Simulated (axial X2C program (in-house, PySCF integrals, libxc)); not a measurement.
**A two-component session on RuN⁻: properties at the nuclei**

Wanted for RuN⁻: properties at the nuclei, at the two-component level.

Computed with an in-house X2C program for linear molecules on PySCF integrals. Level: two-component X2C with atomic mean-field terms, Ru dyall-acv3z, N dyall-av3z.

All values are calculated.

**1. Input**

task.json reads:

```json
{"zs": [44, 7], "q": -1, "bas": ["dyall-acv3z", "dyall-av3z"], "r0": 1.74, "levels": ["PBE0", "HF", "B3LYP", "PBE", "TPSSh"], "nst": 3}
```

Keys: zs atomic numbers; q charge; bas basis sets; r0 starting distance in Å; levels methods (HF also brings MP2); nst determinants followed.

Launch:

```bash
> python soeom.py task.json out
```

Nuclei are Gaussian, cores are contracted, and the Gaunt term is on.

**2. Expectation values, lowest determinant**

R = 1.556 Å. State: Ω = 0 (closed shell).

Output of the PBE0 run:

```text
two-component X2C + atomic mean field  PBE0
basis functions 216  fitting functions 1023  grid points 5073
iter        total energy     max residual
   1      -4583.002015568     9.65e-05
   2      -4583.002015601     8.71e-05
   3      -4583.002015641     4.82e-05
   4      -4583.002015666     2.36e-05
   5      -4583.002015675     1.29e-05
   6      -4583.002015679     9.91e-06
converged
one-electron -6533.52624341  Coulomb 1989.30495130  exact exchange -34.70612549  xc functional -106.58071691  nuclear repulsion 104.74716000  atomic mean-field constant -2.24104118
```

The highest occupied spinor is 58% Ru s, 17% N p, 9% Ru p.

| level | qzz Ru (a.u.) | qzz N (a.u.) |
| --- | --- | --- |
| PBE0 | 5.96 | -0.57 |
| HF | 7.29 | -0.38 |
| B3LYP | 5.91 | -0.57 |
| PBE | 5.60 | -0.57 |
| TPSSh | 5.71 | -0.56 |

Eeff is the effective electric field on the electron dipole moment in this Ω state and Ws the scalar–pseudoscalar constant (defined with the proton number Z and per Ω); A∥ is the parallel hyperfine constant, which follows by multiplying with the nuclear g factor gI = μI/(I μN); qzz is the electric field gradient, eQq0 = 234.96 MHz × Q/barn × qzz. The operators were transformed with the bare-nucleus X2C matrices.

**3. Expectation values, a higher determinant**

R = 1.556 Å. State: Ω = 2 (excess of +ω over −ω: ω = 1/2, ω = 3/2), 0.65 eV above the lowest in the PBE0 search for states (made at or near this distance, with looser thresholds).

Output of the PBE0 run:

```text
two-component X2C + atomic mean field  PBE0
basis functions 216  fitting functions 1023  grid points 5073
iter        total energy     max residual
   1      -4582.978160077     4.14e-05
   2      -4582.978160080     1.07e-05
   3      -4582.978160080     3.17e-05
   4      -4582.978160081     1.43e-05
   5      -4582.978160082     1.32e-05
   6      -4582.978160083     3.34e-06
converged
one-electron -6534.10228668  Coulomb 1989.95923108  exact exchange -34.72385882  xc functional -106.61736448  nuclear repulsion 104.74716000  atomic mean-field constant -2.24104118
```

The highest occupied spinor is 44% Ru p, 27% Ru d, 25% N p.

| level | Eeff magnitude (GV/cm) | Ws magnitude Ru (kHz) | A∥/gI Ru (MHz) | qzz Ru (a.u.) | A∥/gI N (MHz) | qzz N (a.u.) |
| --- | --- | --- | --- | --- | --- | --- |
| PBE0 | 1.57 | 0.481 | 1190 | 5.94 | 28.8 | -0.29 |
| HF | 3.96 | 1.04 | 748 | 7.12 | 12.3 | -0.39 |
| B3LYP | 1.56 | 0.468 | 1240 | 5.82 | 30.4 | -0.30 |
| PBE | 1.44 | 0.431 | 1270 | 5.45 | 28.1 | -0.32 |
| TPSSh | 1.47 | 0.453 | 1270 | 5.71 | 27.1 | -0.30 |

**4. Expectation values, a higher determinant**

R = 1.556 Å. State: Ω = 2 (excess of +ω over −ω: ω = -1/2, ω = 5/2), 0.81 eV above the lowest in the PBE0 search for states (made at or near this distance, with looser thresholds).

Output of the PBE0 run:

```text
two-component X2C + atomic mean field  PBE0
basis functions 216  fitting functions 1023  grid points 5073
iter        total energy     max residual
   1      -4582.972208058     4.03e-05
   2      -4582.972208122     2.87e-05
   3      -4582.972208123     5.03e-05
   4      -4582.972208134     5.06e-05
   5      -4582.972208147     3.17e-05
   6      -4582.972208163     1.27e-05
   7      -4582.972208164     4.07e-06
converged
one-electron -6532.57312459  Coulomb 1988.38708866  exact exchange -34.71641601  xc functional -106.57587504  nuclear repulsion 104.74716000  atomic mean-field constant -2.24104118
```

The highest occupied spinor is 52% Ru s, 19% N p, 11% Ru p.

| level | Eeff magnitude (GV/cm) | Ws magnitude Ru (kHz) | A∥/gI Ru (MHz) | qzz Ru (a.u.) | A∥/gI N (MHz) | qzz N (a.u.) |
| --- | --- | --- | --- | --- | --- | --- |
| PBE0 | 0.755 | 0.0537 | 315 | 2.23 | -57.1 | -0.36 |
| HF | 0.937 | 0.0727 | 877 | 3.04 | -94 | -0.23 |
| B3LYP | 0.676 | 0.0397 | 285 | 2.16 | -54.4 | -0.37 |
| PBE | 0.499 | 0.00895 | 289 | 1.98 | -49.2 | -0.39 |
| TPSSh | 0.264 | 0.0774 | 270 | 2.08 | -52 | -0.37 |

**5. Summary of results**

| quantity | value |
| --- | --- |
| lowest determinant | Ω = 0 (closed shell) |
| qzz Ru (a.u.), PBE0 | 5.96 |
| qzz N (a.u.), PBE0 | -0.57 |
| higher determinant | Ω = 2 (excess of +ω over −ω: ω = 1/2, ω = 3/2) |
| Eeff magnitude (GV/cm), PBE0, higher determinant | 1.57 |
| Ws magnitude Ru (kHz), PBE0, higher determinant | 0.481 |
| A∥/gI Ru (MHz), PBE0, higher determinant | 1190 |
| qzz Ru (a.u.), PBE0, higher determinant | 5.94 |
| higher determinant | Ω = 2 (excess of +ω over −ω: ω = -1/2, ω = 5/2) |
| Eeff magnitude (GV/cm), PBE0, higher determinant | 0.755 |
| Ws magnitude Ru (kHz), PBE0, higher determinant | 0.0537 |
| A∥/gI Ru (MHz), PBE0, higher determinant | 315 |
| qzz Ru (a.u.), PBE0, higher determinant | 2.23 |

What this shows: The expectation values come from single determinants, which for open shells can mix terms of unlike spin or miss the lowest Ω, so a determinant need not be a state. Eeff is the effective electric field on the electron dipole moment in this Ω state and Ws the scalar–pseudoscalar constant (defined with the proton number Z and per Ω); A∥ is the parallel hyperfine constant, which follows by multiplying with the nuclear g factor gI = μI/(I μN); qzz is the electric field gradient, eQq0 = 234.96 MHz × Q/barn × qzz. The operators were transformed with the bare-nucleus X2C matrices.
